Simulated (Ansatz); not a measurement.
**Si₄SnH₁₂: how energies converge with the basis set**

The task here is to estimate one member of a computed series from the others.

Method: one geometry, several basis sets; program: Ansatz 0.2.0, Gaussian basis.

The runs, in order: PBE0-D4/def2-SVP; ωB97M-V/def2-SVP; PBE0-D4/def2-QZVPP; ωB97M-V/def2-QZVPP; the functionals' def2-TZVPP values are taken from earlier runs.

### Structure used throughout

All runs share one geometry, relaxed beforehand with PBE0-D4 in a triple-zeta def2 set. Sn takes the def2 core potential; no spin-orbit term is included.

SMILES `[SiH3][Sn]([SiH3])([SiH3])[SiH3]`, 17 atoms, charge 0, spin multiplicity 1.

Atoms are counted from 1 here; the program's logs count them from 0.

Bond lengths: Si1–Sn2 2.563 Å, Si1–H6 1.487 Å, Si1–H7 1.487 Å, Si1–H8 1.487 Å, Sn2–Si3 2.563 Å, Sn2–Si4 2.563 Å, Sn2–Si5 2.563 Å, Si3–H9 1.487 Å, Si3–H10 1.487 Å, Si3–H11 1.487 Å, Si4–H12 1.487 Å, Si4–H13 1.487 Å, Si4–H14 1.487 Å, Si5–H15 1.487 Å, Si5–H16 1.487 Å, Si5–H17 1.487 Å. Angles: Sn2–Si1–H6 110.2°, Sn2–Si1–H7 110.3°, Sn2–Si1–H8 110.3°, H6–Si1–H7 108.7°, H6–Si1–H8 108.6°, H7–Si1–H8 108.7°, Si1–Sn2–Si3 109.4°, Si1–Sn2–Si4 109.5°, Si1–Sn2–Si5 109.5°, Si3–Sn2–Si4 109.5°, Si3–Sn2–Si5 109.4°, Si4–Sn2–Si5 109.5°, Sn2–Si3–H9 110.3°, Sn2–Si3–H10 110.3°, Sn2–Si3–H11 110.3°, H9–Si3–H10 108.6°, H9–Si3–H11 108.7°, H10–Si3–H11 108.6° and more.

The first run:

File in.yaml:

```yaml
crystal:
  periodic: [false, false, false]
  atoms:
    - {symbol: Si, position_ang: [-0.384534, 1.384156, -2.120472]}
    - {symbol: Sn, position_ang: [-0.002532, -0.000817, 0.001839]}
    - {symbol: Si, position_ang: [2.467496, 0.130249, 0.673055]}
    - {symbol: Si, position_ang: [-0.637446, -2.443301, -0.444624]}
    - {symbol: Si, position_ang: [-1.451000, 0.928187, 1.901074]}
    - {symbol: H, position_ang: [-0.026293, 2.807252, -1.877855]}
    - {symbol: H, position_ang: [0.455606, 0.865045, -3.232718]}
    - {symbol: H, position_ang: [-1.812455, 1.316536, -2.531388]}
    - {symbol: H, position_ang: [2.708871, -0.664853, 1.906737]}
    - {symbol: H, position_ang: [2.856651, 1.542057, 0.933423]}
    - {symbol: H, position_ang: [3.327465, -0.407185, -0.415070]}
    - {symbol: H, position_ang: [-0.397354, -3.268562, 0.769330]}
    - {symbol: H, position_ang: [0.177925, -2.991485, -1.561345]}
    - {symbol: H, position_ang: [-2.075373, -2.543940, -0.811520]}
    - {symbol: H, position_ang: [-2.891392, 0.847716, 1.538918]}
    - {symbol: H, position_ang: [-1.229524, 0.147531, 3.147642]}
    - {symbol: H, position_ang: [-1.105113, 2.350912, 2.163072]}
basis:
  gaussian: {orbitals: def2-SVP}
hamiltonian: {xc: pbe0, dispersion: d4}
output: {orbitals: {seedname: orbitals}}
```

Started as:

```console
$ ansatz run in.yaml --threads 2 --pin off --events-out ev --progress --plain --max-ram 22528MiB --backend cpu
```

Among the steps run: PBE0-D4 in def2-SVP; ωB97M-V in def2-SVP; PBE0-D4 in def2-QZVPP; ωB97M-V in def2-QZVPP.

One table of the session follows, with a row left open; its other results are not shown here.

It belongs to the step «Functionals by basis». 

| functional | basis | HOMO (eV) |
| --- | --- | --- |
| PBE0-D4 | def2-SVP | ? |
| PBE0-D4 | def2-TZVPP | -7.61 |
| PBE0-D4 | def2-QZVPP | -7.61 |
| ωB97M-V | def2-SVP | -9.52 |
| ωB97M-V | def2-TZVPP | -9.52 |
| ωB97M-V | def2-QZVPP | -9.52 |

Estimate the missing values for PBE0-D4, def2-SVP.

As computed: HOMO (eV): -7.65. In the column «HOMO (eV)» it lies between ωB97M-V, def2-QZVPP (-9.52) and PBE0-D4, def2-TZVPP (-7.61).
